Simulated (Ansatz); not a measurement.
# F₂H₄O₂Si₂: up Jacob's ladder to CCSD(T)

The task here is to estimate one member of a computed series from the others.

The runs use Ansatz 0.2.0, Gaussian basis; functionals in def2-TZVPP, the program's frozen cores in correlated methods.

The runs, in order: PBE-D4, r2SCAN-D4, PBE0-D4, B3LYP-D4, ωB97X-V, ωB97M-V, B2PLYP; CCSD(T)/def2-TZVPP; MP2/def2-QZVPP; extrapolation to the limit.

### Structure used throughout

The geometry comes from an earlier relaxation with PBE0-D4 in a triple-zeta def2 set; it is a stationary point, not always the lowest conformer.

SMILES `O[SiH2]O[SiH](F)F`, 10 atoms, charge 0, spin multiplicity 1.

Atoms are counted from 1 here; the program's logs count them from 0.

Bond lengths: O1–Si2 1.634 Å, O1–H7 0.958 Å, Si2–O3 1.641 Å, Si2–H8 1.481 Å, Si2–H9 1.476 Å, O3–Si4 1.601 Å, Si4–F5 1.580 Å, Si4–F6 1.582 Å, Si4–H10 1.465 Å. Angles: Si2–O1–H7 118.8°, O1–Si2–O3 111.2°, O1–Si2–H8 111.1°, O1–Si2–H9 106.0°, O3–Si2–H8 106.0°, O3–Si2–H9 109.4°, H8–Si2–H9 113.2°, Si2–O3–Si4 153.2°, O3–Si4–F5 109.2°, O3–Si4–F6 110.3°, O3–Si4–H10 111.8°, F5–Si4–F6 106.9°, F5–Si4–H10 109.1°, F6–Si4–H10 109.4°.

The first run:

Input file in.yaml:

```yaml
crystal:
  periodic: [false, false, false]
  atoms:
    - {symbol: O, position_ang: [-0.890140, 1.769926, 1.302930]}
    - {symbol: Si, position_ang: [-0.401615, 1.308954, -0.186462]}
    - {symbol: O, position_ang: [-0.204984, -0.317736, -0.268281]}
    - {symbol: Si, position_ang: [0.664409, -1.658448, -0.168901]}
    - {symbol: F, position_ang: [0.695762, -2.364294, -1.582421]}
    - {symbol: F, position_ang: [2.161853, -1.313690, 0.206651]}
    - {symbol: H, position_ang: [-1.797363, 1.605032, 1.562193]}
    - {symbol: H, position_ang: [-1.416546, 1.649177, -1.210138]}
    - {symbol: H, position_ang: [0.896953, 1.972617, -0.411484]}
    - {symbol: H, position_ang: [0.116872, -2.590937, 0.819213]}
basis:
  gaussian: {orbitals: def2-TZVPP}
hamiltonian: {xc: pbe, dispersion: d4}
output: {forces: true, orbitals: {seedname: orbitals}}
```

Among the steps run: PBE-D4 (GGA); r2SCAN-D4 (meta-GGA); PBE0-D4 (hybrid); B3LYP-D4 (hybrid); ωB97X-V (range-separated); ωB97M-V (range-separated); B2PLYP (double hybrid); CCSD(T) in def2-TZVPP; MP2 in def2-QZVPP.

One of the session's tables, all rows but one given; the rest of the session is left out.

| method | atomisation energy (kJ/mol) |
| --- | --- |
| PBE-D4 | 4052.1 |
| r2SCAN-D4 | 4050.9 |
| PBE0-D4 | 3972.3 |
| B3LYP-D4 | 4019.7 |
| ωB97X-V | 4061.7 |
| ωB97M-V | 4059.3 |
| B2PLYP | 4009.9 |
| HF/def2-TZVPP | 3003.9 |
| MP2/def2-TZVPP | 4086.1 |
| CCSD/def2-TZVPP | ? |
| CCSD(T)/def2-TZVPP | 3957.0 |
| MP2/CBS | 4215.8 |
| CCSD(T)/CBS | 4086.7 |

Q: Estimate the row for CCSD/def2-TZVPP from the others.

As computed: atomisation energy (kJ/mol): 3903.0. In the column «atomisation energy (kJ/mol)» it lies between HF/def2-TZVPP (3003.9) and CCSD(T)/def2-TZVPP (3957.0).
